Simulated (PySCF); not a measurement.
# H₄MoN₂O₂: NMR shieldings

Wanted: NMR shieldings for H₄MoN₂O₂ (`[NH2][Mo]([NH2])(=[O])=[O]`).

Computed with PySCF 2.14.0 and routines of our own; the level stands in each step. Atoms count from 0.

## (1) The system as given

9 atoms, charge 0, multiplicity 1; geometry from: GFN2-xTB.

## (2) Geometry optimisation at PBE0-D3(BJ)/def2-SVP

What the job is given:

```
{"job": {"xc": "PBE0", "basis": "def2-SVP", "d3": "d3bj", "grid": 1, "maxiter": 30, "shake": 0.03, "kind": "geom"}, "charge": 0, "multiplicity": 1}
Mo     0.648120    -0.075750     0.416330
O      0.383210    -0.009800     2.025380
O      1.982520    -0.007950    -0.372760
N     -0.249180     1.539800    -0.255520
H     -0.123320     2.042360    -1.116480
H     -1.063040     2.075210     0.266170
N     -0.320200    -1.540080    -0.237120
H     -1.003760    -2.044890     0.267620
H     -0.121610    -2.048340    -1.019270
```

Command:

```sh
$ OMP_NUM_THREADS=1 python heavy_run.py task.json out
```

The driver reads the jobs from task.json and runs them one after another.

The log of the run:

```text
step   0  E = -330.14380378  max force = 0.217175
step   1  E = -330.19363690  max force = 0.052793
step   2  E = -330.19933268  max force = 0.021926
step   3  E = -330.19996262  max force = 0.006309
step   4  E = -330.20006779  max force = 0.001578
step   5  E = -330.20009080  max force = 0.001010
step   6  E = -330.20011024  max force = 0.000831
step   7  E = -330.20011593  max force = 0.000701
step   8  E = -330.20011994  max force = 0.000432
optimisation converged
```

It took 53 s on 1 thread of Arm Neoverse V1, shared host; peak memory 0.42 GiB.

The steps of the relaxation:

| step | energy from step 0 (eV) | largest force component (eV/Å) |
| --- | --- | --- |
| 0 | 0.0000 | 11.1676 |
| 1 | -1.3560 | 2.7147 |
| 2 | -1.5110 | 1.1275 |
| 3 | -1.5282 | 0.3244 |
| 4 | -1.5310 | 0.0811 |
| 5 | -1.5316 | 0.0519 |
| 6 | -1.5322 | 0.0427 |
| 7 | -1.5323 | 0.0360 |
| 8 | -1.5324 | 0.0222 |

Close pairs (by a distance rule), those that changed most:

| bond | before (Å) | after (Å) | change (Å) |
| --- | --- | --- | --- |
| Mo0–O2 | 1.552 | 1.681 | +0.129 |
| N3–H5 | 1.105 | 1.016 | -0.089 |
| N6–H8 | 0.954 | 1.016 | +0.062 |
| Mo0–N6 | 1.873 | 1.930 | +0.056 |
| Mo0–O1 | 1.632 | 1.682 | +0.050 |
| Mo0–N3 | 1.966 | 1.930 | -0.036 |
| N6–H7 | 0.988 | 1.016 | +0.027 |
| N3–H4 | 1.005 | 1.016 | +0.011 |

The final coordinates are the input of the step that follows.

| at the end point | value |
| --- | --- |
| point group (found at 0.08 Å tolerance) | C2v |
| rotational constants (GHz, main isotopes) | 3.777, 3.256, 3.241 |
| dipole moment (D) | 4.24 |

## (3) NMR shieldings: PBE0/pcSseg-1 Mo:us-x2c-TZVPall-2c, spin–orbit

What the job is given:

```
{"job": {"kind": "hnmr", "xc": "PBE0", "basis": {"default": "pcSseg-1", "Mo": "us-x2c-TZVPall-2c"}, "rel": "so"}, "charge": 0, "multiplicity": 1}
Mo     0.538460    -0.005927     0.384444
O      0.451745     0.007299     2.063760
O      2.101786    -0.009249    -0.233544
N     -0.340996     1.582041    -0.271545
H     -0.072176     2.061337    -1.126072
H     -1.057861     2.093204     0.234864
N     -0.339282    -1.604934    -0.244968
H     -1.066471    -2.098231     0.264453
H     -0.082466    -2.094980    -1.097041
```

With the program's defaults for keys left out, this is: PBE0/pcSseg-1 Mo:us-x2c-TZVPall-2c GIAO NMR shielding, X2C with spin-orbit coupling, screened-nuclear two-electron part, Gaussian nuclei, gas phase.

The log of the run:

```text
spin-free SCF
coarse grid: 38664 points
cycle   1  E = -4308.9091416151  dE =  1.106e+00  |g| = 2.831e+00  |ddm| = 5.728e+00
cycle   2  E = -4293.1957515597  dE =  1.571e+01  |g| = 9.329e+00  |ddm| = 5.607e+00
cycle   3  E = -4309.7188978707  dE = -1.652e+01  |g| = 2.075e+00  |ddm| = 4.283e+00
cycle   4  E = -4310.1018653367  dE = -3.830e-01  |g| = 1.466e+00  |ddm| = 1.541e+00
cycle   5  E = -4310.5092588533  dE = -4.074e-01  |g| = 2.187e-01  |ddm| = 7.137e-01
cycle   6  E = -4310.5086910899  dE =  5.678e-04  |g| = 1.950e-01  |ddm| = 1.273e-01
cycle   7  E = -4310.5131088628  dE = -4.418e-03  |g| = 1.179e-01  |ddm| = 1.089e-01
cycle   8  E = -4310.5156706862  dE = -2.562e-03  |g| = 9.380e-03  |ddm| = 5.446e-02
cycle   9  E = -4310.5156862144  dE = -1.553e-05  |g| = 2.608e-03  |ddm| = 6.116e-03
cycle  10  E = -4310.5156873688  dE = -1.154e-06  |g| = 7.065e-04  |ddm| = 2.150e-03
final grid: 80296 points
cycle  11  E = -4310.5151347712  dE =  2.142e-08  |g| = 1.392e-03  |ddm| = 1.621e-03
cycle  12  E = -4310.5151334041  dE =  1.367e-06  |g| = 3.172e-03  |ddm| = 2.503e-03
cycle  13  E = -4310.5151350032  dE = -1.599e-06  |g| = 7.446e-04  |ddm| = 1.714e-03
cycle  14  E = -4310.5151350926  dE = -8.938e-08  |g| = 2.042e-04  |ddm| = 4.212e-04
cycle  15  E = -4310.5151351000  dE = -7.362e-09  |g| = 5.939e-05  |ddm| = 1.270e-04
converged SCF energy = -4310.5151351000
two-component SCF
cycle   1  E = -4310.2977609288  dE = -4.310e+03  |FDS-SDF| = 2.152e+01
cycle   2  E = -4310.7780306128  dE = -4.803e-01  |FDS-SDF| = 1.770e-01
cycle   3  E = -4310.7782473910  dE = -2.168e-04  |FDS-SDF| = 5.609e-03
cycle   4  E = -4310.7782555502  dE = -8.159e-06  |FDS-SDF| = 4.578e-03
cycle   5  E = -4310.7782571649  dE = -1.615e-06  |FDS-SDF| = 3.309e-03
cycle   6  E = -4310.7782593420  dE = -2.177e-06  |FDS-SDF| = 1.089e-03
cycle   7  E = -4310.7782598053  dE = -4.633e-07  |FDS-SDF| = 4.490e-04
cycle   8  E = -4310.7782598676  dE = -6.222e-08  |FDS-SDF| = 1.433e-04
cycle   9  E = -4310.7782598769  dE = -9.370e-09  |FDS-SDF| = 3.446e-05
converged, E = -4310.7782598769

Field gradients (au) and densities at the nuclei (bohr^-3)
atom        Vxx        Vyy        Vzz        centre      nuclear mean
  0 Mo    -0.1742    -0.6192     0.7934      81968.196      81760.192
  1 O      0.0075     0.5262    -0.5336        283.076        283.075
  2 O      0.0072     0.5279    -0.5351        283.076        283.076
  3 N      0.1617     0.5247    -0.6864        185.695        185.695
  4 H     -0.1722    -0.2319     0.4040          0.360          0.360
  5 H     -0.1728    -0.2321     0.4049          0.360          0.360
  6 N      0.1629     0.5247    -0.6877        185.695        185.695
  7 H     -0.1727    -0.2322     0.4049          0.360          0.360
  8 H     -0.1723    -0.2319     0.4042          0.360          0.360
without picture change
  0 Mo                           0.9084                    146261.801

Core orbital energies (eV)
atom   shell        mean    spread
  0 Mo 1s       -19874.557   0.000
  0 Mo 2s        -2830.012   0.000
  0 Mo 3s         -493.469   0.000
  0 Mo 4s          -72.218   0.000
  0 Mo 2p1/2     -2601.380   0.000
  0 Mo 2p3/2     -2495.024   0.004
  0 Mo 3p1/2      -406.177   0.000
  0 Mo 3p3/2      -388.415   0.034
  0 Mo 4p1/2       -46.823   0.000
  0 Mo 4p3/2       -44.281   0.315
  0 Mo 3d3/2      -234.286   0.040
  0 Mo 3d5/2      -231.000   0.051

vertical triplet (scalar unrestricted SCF): 3.934 eV

Shielding tensors (ppm)
atom      isotropic    diamagn.    paramagn.     s11        s22        s33       span
  0 Mo     -504.12     3771.50    -4275.62    -570.98    -540.41    -400.96     170.02
  1 O      -695.30      401.83    -1097.13   -1294.87    -531.04    -260.00    1034.87
  2 O      -694.82      401.81    -1096.63   -1296.53    -526.99    -260.94    1035.59
  3 N       118.83      323.66     -204.83     -71.72     199.78     228.43     300.15
  4 H        26.19       30.38       -4.19      24.50      24.88      29.20       4.71
  5 H        26.22       30.39       -4.17      24.47      24.87      29.32       4.84
  6 N       118.66      323.67     -205.01     -71.90     199.65     228.24     300.15
  7 H        26.22       30.39       -4.17      24.47      24.92      29.28       4.81
  8 H        26.20       30.38       -4.18      24.48      24.90      29.21       4.73
```

It took 2.2 min on 1 thread of Arm Neoverse V1, shared host; peak memory 1.2 GiB.

In short:

| quantity | value |
| --- | --- |
| energy from spin-orbit coupling | -0.2631 Eh |

## (4) NMR shieldings: PBE0/pcSseg-1 Mo:us-x2c-TZVPall-2c, spin-free

The job, as its differences from that of step 3:

```diff
@@ -1,2 +1,2 @@
-{"job": {"kind": "hnmr", "xc": "PBE0", "basis": {"default": "pcSseg-1", "Mo": "us-x2c-TZVPall-2c"}, "rel": "so"}, "charge": 0, "multiplicity": 1}
+{"job": {"kind": "hnmr", "xc": "PBE0", "basis": {"default": "pcSseg-1", "Mo": "us-x2c-TZVPall-2c"}, "rel": "sf"}, "charge": 0, "multiplicity": 1}
 Mo     0.538460    -0.005927     0.384444
```

Method: PBE0/pcSseg-1 Mo:us-x2c-TZVPall-2c GIAO NMR shielding, spin-free X2C, Gaussian nuclei, gas phase.

The log of the run:

```text
spin-free SCF
coarse grid: 38664 points
cycle   1  E = -4308.9091416151  dE =  1.106e+00  |g| = 2.831e+00  |ddm| = 5.728e+00
cycle   2  E = -4293.1957515597  dE =  1.571e+01  |g| = 9.329e+00  |ddm| = 5.607e+00
cycle   3  E = -4309.7188978707  dE = -1.652e+01  |g| = 2.075e+00  |ddm| = 4.283e+00
cycle   4  E = -4310.1018653367  dE = -3.830e-01  |g| = 1.466e+00  |ddm| = 1.541e+00
cycle   5  E = -4310.5092588533  dE = -4.074e-01  |g| = 2.187e-01  |ddm| = 7.137e-01
cycle   6  E = -4310.5086910899  dE =  5.678e-04  |g| = 1.950e-01  |ddm| = 1.273e-01
cycle   7  E = -4310.5131088628  dE = -4.418e-03  |g| = 1.179e-01  |ddm| = 1.089e-01
cycle   8  E = -4310.5156706862  dE = -2.562e-03  |g| = 9.380e-03  |ddm| = 5.446e-02
cycle   9  E = -4310.5156862144  dE = -1.553e-05  |g| = 2.608e-03  |ddm| = 6.116e-03
cycle  10  E = -4310.5156873688  dE = -1.154e-06  |g| = 7.065e-04  |ddm| = 2.150e-03
final grid: 80296 points
cycle  11  E = -4310.5151347712  dE =  2.142e-08  |g| = 1.392e-03  |ddm| = 1.621e-03
cycle  12  E = -4310.5151334041  dE =  1.367e-06  |g| = 3.172e-03  |ddm| = 2.503e-03
cycle  13  E = -4310.5151350032  dE = -1.599e-06  |g| = 7.446e-04  |ddm| = 1.714e-03
cycle  14  E = -4310.5151350926  dE = -8.938e-08  |g| = 2.042e-04  |ddm| = 4.212e-04
cycle  15  E = -4310.5151351000  dE = -7.362e-09  |g| = 5.939e-05  |ddm| = 1.270e-04
converged SCF energy = -4310.5151351000
check of the scalar solution
cycle   1  E = -4310.5151351000  dE = -4.311e+03  |FDS-SDF| = 2.704e+00
cycle   2  E = -4310.5156545274  dE = -5.194e-04  |FDS-SDF| = 2.437e-03
cycle   3  E = -4310.5156545266  dE =  7.958e-10  |FDS-SDF| = 1.093e-04
cycle   4  E = -4310.5156545225  dE =  4.016e-09  |FDS-SDF| = 1.822e-04
cycle   5  E = -4310.5156545287  dE = -6.138e-09  |FDS-SDF| = 3.753e-05
converged, E = -4310.5156545287

Field gradients (au) and densities at the nuclei (bohr^-3)
atom        Vxx        Vyy        Vzz        centre      nuclear mean
  0 Mo    -0.1743    -0.6197     0.7940      81944.561      81736.558
  1 O      0.0070     0.5267    -0.5337        283.076        283.075
  2 O      0.0068     0.5284    -0.5351        283.076        283.076
  3 N      0.1613     0.5248    -0.6862        185.695        185.695
  4 H     -0.1722    -0.2319     0.4041          0.360          0.360
  5 H     -0.1728    -0.2321     0.4049          0.360          0.360
  6 N      0.1626     0.5248    -0.6874        185.695        185.695
  7 H     -0.1727    -0.2322     0.4049          0.360          0.360
  8 H     -0.1723    -0.2319     0.4042          0.360          0.360
without picture change
  0 Mo                           0.9100                    146264.516

Core orbital energies (eV)
atom   shell        mean    spread
  0 Mo 1s       -19875.140   0.000
  0 Mo 2s        -2830.125   0.000
  0 Mo 3s         -493.495   0.000
  0 Mo 4s          -72.224   0.000
  0 Mo 2p        -2529.612   0.007
  0 Mo 3p         -394.196   0.054
  0 Mo 4p          -45.107   0.531
  0 Mo 3d         -232.323   0.056

Shielding tensors (ppm)
atom      isotropic    diamagn.    paramagn.     s11        s22        s33       span
  0 Mo     -922.11     4019.69    -4941.81    -972.49    -953.93    -839.92     132.57
  1 O      -695.67      401.59    -1097.27   -1292.14    -521.88    -273.01    1019.13
  2 O      -695.23      401.57    -1096.81   -1293.91    -517.90    -273.89    1020.02
  3 N       123.31      323.49     -200.18     -62.38     200.29     232.00     294.38
  4 H        26.23       30.39       -4.15      24.59      25.10      29.01       4.43
  5 H        26.27       30.39       -4.12      24.60      25.09      29.13       4.53
  6 N       123.15      323.50     -200.35     -62.50     200.11     231.85     294.35
  7 H        26.27       30.39       -4.12      24.59      25.13      29.09       4.50
  8 H        26.24       30.38       -4.14      24.59      25.12      29.02       4.43
```

Wall time 37 s (1 thread of Arm Neoverse V1, shared host); peak memory 1.1 GiB.

## (5) Shieldings side by side

| run | Mo0 | N6 | N3 | O2 | O1 | H5 | H7 | time |
| --- | --- | --- | --- | --- | --- | --- | --- | --- |
| step 3, PBE0/pcSseg-1 Mo:us-x2c-TZVPall-2c, spin–orbit | -504.1 | 118.7 | 118.8 | -694.8 | -695.3 | 26.2 | 26.2 | 2.2 min |
| step 4, PBE0/pcSseg-1 Mo:us-x2c-TZVPall-2c, spin-free | -922.1 | 123.2 | 123.3 | -695.2 | -695.7 | 26.3 | 26.3 | 37 s |

## (6) Outcome

```
                                                                                quantity                                                     value
                                                                             point group                                                       C2v
                                                    rotational constants (main isotopes)                                      3.78, 3.26, 3.24 GHz
energy from spin-orbit coupling (step 3, PBE0/pcSseg-1 Mo:us-x2c-TZVPall-2c, spin–orbit)                                                -0.2631 Eh
                     shieldings (step 3, PBE0/pcSseg-1 Mo:us-x2c-TZVPall-2c, spin–orbit)  Mo0 -504.1, O1 -695.3, O2 -694.8, N3 118.8, N6 118.7 ppm
                      shieldings (step 4, PBE0/pcSseg-1 Mo:us-x2c-TZVPall-2c, spin-free)  Mo0 -922.1, O1 -695.7, O2 -695.2, N3 123.3, N6 123.2 ppm
```

What this shows: The start was shaken at random, so part of the energy gained undoes that. The optimisation took 8 steps and gained 1.532 eV; among the close pairs (by a distance rule), Mo0–O2 changed most, from 1.552 to 1.681 Å. A contracted two-component basis is stiff near heavy nuclei, so the absolute shieldings of the heavy atoms from it are rough. Mo0 moves most between the runs, by 418 ppm; the labels say what changes from run to run.
